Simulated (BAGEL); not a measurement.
# N2H4 (hydrazine) at HF/cc-pVTZ (density fitting with qzvpp-jkfit)

Aim: the electronic atomisation energy of N2H4 (hydrazine) at HF/cc-pVTZ (density fitting with qzvpp-jkfit), from 3 runs. 

Program for the calculation: BAGEL 1.2.2.

8 further runs of the same task are left out: 8 set aside as unsound or not needed.

### Step 1. Starting point

N2H4: 6 atoms, total charge 0, spin state singlet. SMILES: `NN`. Geometry: relaxed at PBE0-D4/def2-TZVP. This is one conformer, not always the lowest.

Bond lengths: N1–N2 1.415 Å, N1–H3 1.014 Å, N1–H4 1.011 Å, N2–H5 1.014 Å, N2–H6 1.011 Å. Angles: N1–N2–H5 112.7°, N1–N2–H6 108.2°, N2–N1–H3 112.7°, N2–N1–H4 108.2°, H5–N2–H6 108.3°, H3–N1–H4 108.3°.

### Step 2. A single-point energy at HF/cc-pVTZ (density fitting with qzvpp-jkfit)

Input file input.json:

```json
{ "bagel" : [

{
  "title" : "molecule",
  "basis" : "cc-pvtz.json",
  "df_basis" : "qzvpp-jkfit",
  "angstrom" : "true",
  "geometry" : [
    { "atom" : "N", "xyz" : [      -0.135100,      -0.701700,       0.195900 ] },
    { "atom" : "N", "xyz" : [       0.447300,       0.583800,       0.089900 ] },
    { "atom" : "H", "xyz" : [      -1.076200,      -0.737600,      -0.180500 ] },
    { "atom" : "H", "xyz" : [       0.438700,      -1.352200,      -0.322700 ] },
    { "atom" : "H", "xyz" : [       0.103900,       1.104700,      -0.709700 ] },
    { "atom" : "H", "xyz" : [       0.221500,       1.102900,       0.927100 ] }
  ]
},

{ "title" : "hf" },

{ "title" : "print", "file" : "orbitals.molden", "orbitals" : "true" }

]}
```

The basis set cc-pVTZ is read from a file made from the Basis Set Exchange's data (not shown).

Run with:

```
$ BAGEL_NUM_THREADS=1 BAGEL input.json > input.out
```

The log of the run:

```text
* using 1 threads per process

  ===============================================================
  ===============================================================

  *** Geometry ***

  { "atom" : "N", "xyz" : [     -0.255302,     -1.326021,      0.370197 ] },
  { "atom" : "N", "xyz" : [      0.845274,      1.103222,      0.169886 ] },
  { "atom" : "H", "xyz" : [     -2.033723,     -1.393862,     -0.341096 ] },
  { "atom" : "H", "xyz" : [      0.829023,     -2.555288,     -0.609815 ] },
  { "atom" : "H", "xyz" : [      0.196343,      2.087580,     -1.341139 ] },
  { "atom" : "H", "xyz" : [      0.418574,      2.084179,      1.751965 ] },

  Number of auxiliary basis functions:      226

  Since a DF basis is specified, we compute 2- and 3-index integrals:
    o Being stored without compression. Storage requirement is 0.024 GB

  Number of basis functions:      116
  Number of electrons      :       18

    * METHOD: MOLECULE                             0.08

  *** RHF ***

  === Nuclear Repulsion ===
    41.8337110163

      * DIIS with orbital gradients will be used.

  === RHF iteration (cc-pvtz.json) ===
      0       -111.06360581          0.02033474           0.02
      1       -111.18281705          0.01144250           0.02
      2       -111.22345622          0.00149739           0.02
      3       -111.22447926          0.00028845           0.02
      4       -111.22452652          0.00006326           0.02
      5       -111.22453076          0.00001384           0.02
      6       -111.22453099          0.00000414           0.02
      7       -111.22453101          0.00000075           0.03
      8       -111.22453101          0.00000025           0.03
      9       -111.22453101          0.00000005           0.03
     10       -111.22453101          0.00000001           0.03
     11       -111.22453101          0.00000000           0.02
    * SCF iteration converged.

    * Permanent dipole moment:
           (    0.550691,    -0.207932,     0.504183) a.u.

    * METHOD: HF                                   0.36

    * METHOD: PRINT                                0.03

  ===============================================================
```

Wall time 0.74 s (1 thread of Intel Xeon Platinum 8488C (Sapphire Rapids), shared host).

### Step 3. The H atom, same level

Input file input.json:

```json
{ "bagel": [

{
  "title": "molecule",
  "basis": "cc-pvtz.json",
  "df_basis": "qzvpp-jkfit",
  "angstrom": true,
  "geometry": [
    { "atom": "H", "xyz": [       0.000000,       0.000000,       0.000000 ] }
  ]
},

{
  "title": "uhf",
  "nopen": 1
},

{
  "title": "print",
  "file": "orbitals.molden",
  "orbitals": true
}

]}
```

The basis set cc-pVTZ is read from a file made from the Basis Set Exchange's data (not shown).

Run the same way, it converges to -0.49981 Eh (log not shown).

### Step 4. The N atom at the same level

Input file hf.json:

```json
{ "bagel": [

{
  "title": "molecule",
  "basis": "cc-pvtz.json",
  "df_basis": "qzvpp-jkfit",
  "angstrom": "true",
  "geometry": [
    { "atom": "N", "xyz": [       0.000000,       0.000000,       0.000000 ] }
  ]
},

{
  "title": "uhf",
  "nopen": 3
},

{
  "title": "print",
  "file": "orbitals.molden",
  "orbitals": "true"
}

]}
```

The basis set cc-pVTZ is read from a file made from the Basis Set Exchange's data (not shown).

Run with:

```
$ BAGEL_NUM_THREADS=1 BAGEL hf.json > hf.out
```

The log of the run:

```text
* using 1 threads per process

  ===============================================================
  ===============================================================

  *** Geometry ***

  { "atom" : "N", "xyz" : [      0.000000,      0.000000,      0.000000 ] },

  Number of auxiliary basis functions:       77

  Since a DF basis is specified, we compute 2- and 3-index integrals:
    o Being stored without compression. Storage requirement is 0.001 GB

  Number of basis functions:       30
  Number of electrons      :        7

    * METHOD: MOLECULE                             0.02

  *** Open-shell HF ***

  === Nuclear Repulsion ===
     0.0000000000

      * DIIS with orbital gradients will be used.

  === UHF iteration (cc-pvtz.json) ===
      0        -54.37909473          0.01241329           0.00
      1        -54.39770104          0.00534448           0.00
      2        -54.40015573          0.00171287           0.00
      3        -54.40066255          0.00030622           0.00
      4        -54.40068383          0.00002471           0.00
      5        -54.40068472          0.00000190           0.00
      6        -54.40068473          0.00000053           0.00
      7        -54.40068473          0.00000004           0.00
      8        -54.40068473          0.00000000           0.00
    * SCF iteration converged.

    * S^2 (UHF) is 3.7561

    * Permanent dipole moment:
           (   -0.000000,    -0.000000,     0.000000) a.u.

    * METHOD: UHF                                  0.03

    * METHOD: PRINT                                0.00

  ===============================================================
```

Run time: 0.36 s. Hardware: 1 thread of Intel Xeon Platinum 8488C (Sapphire Rapids), shared host.

### Step 5. What came out

At HF/cc-pVTZ (density fitting with qzvpp-jkfit):

```
                     quantity          value
       molecule: total energy  -111.22453 Eh
      molecule: dipole moment         1.97 D
        molecule: HOMO energy      -10.99 eV
        molecule: LUMO energy        3.85 eV
      molecule: HOMO–LUMO gap       14.84 eV
         H atom: total energy    -0.49981 Eh
        H atom: dipole moment         0.00 D
                 H atom: ⟨S²⟩          0.750
         N atom: total energy   -54.40068 Eh
        N atom: dipole moment         0.00 D
                 N atom: ⟨S²⟩          3.756
electronic atomisation energy      11.536 eV
```

What this shows: Taking the molecule apart into free atoms costs 11.54 eV (266 kcal/mol), before zero-point energy and without spin-orbit coupling. Hartree–Fock lacks the correlation of the bonding pairs, which as a rule makes this value much too low; in minimal bases other errors can mask that.
